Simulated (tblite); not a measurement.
# C7H11FGe: the cost of one run

The runs use tblite 0.8.0 and PySCF 2.14.0, with density-fitted response routines of our own; the level of theory stands in each step. All values are computed, except where a source is named. Atoms count from 0, in the outputs and in this text.

## 1. The starting structure

20 atoms, charge 0, multiplicity 1; geometry from: force field or distance geometry start.

Bonds of the start (Å): C0–C1 1.33, C1–C2 1.49, C2–C3 1.33, C2–C4 1.47, C4–C5 1.34, C4–Ge6 1.93, Ge6–C7 1.95, C7–F8 1.37, C0–H9 1.07, C0–H10 1.09, C1–H11 1.09, C3–H12 1.10, C3–H13 1.09, C5–H14 1.09, C5–H15 1.07, Ge6–H16 1.55, Ge6–H17 1.56, C7–H18 1.10, C7–H19 1.11.

## 2. Geometry optimisation with GFN2-xTB

The job: settings as JSON, then the geometry in Å.

```
{"job": {"kind": "relax", "xc": "GFN2-xTB", "basis": "xTB"}, "charge": 0, "multiplicity": 1}
C     -0.921200     2.312300     1.010900
C     -1.565400     1.145600     1.017200
C     -1.083900    -0.043500     0.262500
C     -1.526700    -1.244800     0.609500
C     -0.182200     0.093500    -0.896000
C     -0.453100     0.954800    -1.889100
Ge     1.369500    -1.040600    -1.058400
C      2.205600    -1.232200     0.697100
F      2.548500     0.006500     1.179800
H     -0.034100     2.470600     0.436200
H     -1.308900     3.134100     1.606900
H     -2.430500     1.036000     1.672400
H     -2.199100    -1.379600     1.471100
H     -1.223400    -2.139500     0.069600
H     -1.332400     1.592800    -1.851800
H      0.205100     1.037400    -2.731400
H      2.389400    -0.406900    -2.032200
H      0.937800    -2.441700    -1.581500
H      3.109500    -1.860500     0.607700
H      1.490300    -1.719300     1.396300
```

Started as:

```console
OMP_NUM_THREADS=1 python probes_run.py task.json out
```

This one command runs all jobs of the session in turn.

**Question.** How long does this first job take on 1 thread of Intel Xeon at 2.50GHz, shared host, and how much memory does it need?

About 1.9 s, with a peak of 0.18 GiB.
